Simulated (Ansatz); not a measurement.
# CH4GeO2S: up Jacob's ladder to CCSD(T)

Aim: compute CH4GeO2S with functionals from several rungs and with coupled cluster, and see how far each lands from CCSD(T) at the basis-set limit for the atomisation energy.

Method: functionals in def2-TZVPP, the program's frozen cores in correlated methods; program: Ansatz 0.2.0, Gaussian basis.

Levels to be run: PBE-D4, r2SCAN-D4, PBE0-D4, B3LYP-D4, ωB97X-V, ωB97M-V, B2PLYP; CCSD(T)/def2-TZVPP; MP2/def2-QZVPP; extrapolation to the limit.

## (1) The relaxed structure

An earlier PBE0-D4 in a triple-zeta def2 set relaxation fixed the geometry.

SMILES `[OH][GeH]1[O]C[S]1`, 9 atoms, charge 0, spin multiplicity 1.

Atoms are counted from 1 here; the program's logs count them from 0.

Bond lengths: O1–Ge2 1.759 Å, O1–H6 0.962 Å, Ge2–O3 1.798 Å, Ge2–S5 2.205 Å, Ge2–H7 1.528 Å, O3–C4 1.410 Å, C4–S5 1.857 Å, C4–H8 1.093 Å, C4–H9 1.092 Å. Angles: Ge2–O1–H6 112.4°, O1–Ge2–O3 113.7°, O1–Ge2–S5 117.9°, O1–Ge2–H7 104.2°, O3–Ge2–S5 81.0°, O3–Ge2–H7 115.7°, S5–Ge2–H7 123.3°, Ge2–O3–C4 99.4°, O3–C4–S5 105.7°, O3–C4–H8 111.3°, O3–C4–H9 111.2°, S5–C4–H8 109.5°, S5–C4–H9 109.1°, H8–C4–H9 110.0°, Ge2–S5–C4 74.0°.

Coordinates:

```
atom     x (Å)     y (Å)     z (Å)
  O1   1.06218  -1.63140  -1.30741
 Ge2   1.01051  -0.26725  -0.19767
  O3  -0.28630  -0.39148   1.04148
  C4  -1.04420   0.74658   0.69623
  S5  -0.19042   1.48929  -0.77673
  H6   0.22083  -1.77457  -1.75049
  H7   2.43639  -0.16875   0.34226
  H8  -2.06751   0.47497   0.42603
  H9  -1.05317   1.47621   1.50920
```

## (2) PBE-D4 (GGA)

in.yaml reads:

```yaml
crystal:
  periodic: [false, false, false]
  atoms:
    - {symbol: O, position_ang: [1.062181, -1.631404, -1.307415]}
    - {symbol: Ge, position_ang: [1.010506, -0.267246, -0.197668]}
    - {symbol: O, position_ang: [-0.286300, -0.391484, 1.041482]}
    - {symbol: C, position_ang: [-1.044200, 0.746581, 0.696234]}
    - {symbol: S, position_ang: [-0.190424, 1.489288, -0.776728]}
    - {symbol: H, position_ang: [0.220828, -1.774569, -1.750492]}
    - {symbol: H, position_ang: [2.436390, -0.168750, 0.342259]}
    - {symbol: H, position_ang: [-2.067508, 0.474969, 0.426027]}
    - {symbol: H, position_ang: [-1.053172, 1.476213, 1.509201]}
basis:
  gaussian: {orbitals: def2-TZVPP}
hamiltonian: {xc: pbe, dispersion: d4}
output: {forces: true, orbitals: {seedname: orbitals}}
```

Started as:

```bash
ansatz run in.yaml --threads 4 --pin off --events-out ev --progress --plain --max-ram 10444MiB
```

The runs that follow: r2SCAN-D4 (meta-GGA); PBE0-D4 (hybrid); B3LYP-D4 (hybrid); ωB97X-V (range-separated); ωB97M-V (range-separated); B2PLYP (double hybrid); CCSD(T) in def2-TZVPP; MP2 in def2-QZVPP.

**Question.** What will the summary of the whole plan be? Wanted: atomisation energy, CCSD(T)/CBS; farthest; mean size of error, hybrid; mean size of error, range-separated; gap, smallest and largest; T1 diagnostic; triples share of the correlation energy.

The runs gave:

```
                               quantity                                 value
        atomisation energy, CCSD(T)/CBS                         3244.7 kJ/mol
 functionals within 32.4 kJ/mol (1.0 %)  r2SCAN-D4, PBE0-D4, ωB97X-V, ωB97M-V
                               farthest                 PBE-D4 (+69.4 kJ/mol)
             mean size of error, hybrid                           38.2 kJ/mol
    mean size of error, range-separated                            8.4 kJ/mol
              gap, smallest and largest  4.52 eV (PBE-D4), 11.31 eV (ωB97X-V)
                          T1 diagnostic                                0.0128
triples share of the correlation energy                                 4.1 %
```

PBE-D4 is off by +69.4 kJ/mol. Double hybrids carry the basis error of their MP2 part in triple zeta, and no dispersion term here, so their miss is partly the set-up's. Misses under about 32.4 kJ/mol are within the doubt on the reference itself, which lacks core-valence correlation, relativity and higher excitations, and its outer-core shells are covered unevenly. Hartree-Fock recovers 66 % of the binding; the rest is correlation. Orbital gaps span 4.5 to 11.3 eV; exact exchange widens them. Correlated methods include outer-core shells of Ge, which these sets cover unevenly.
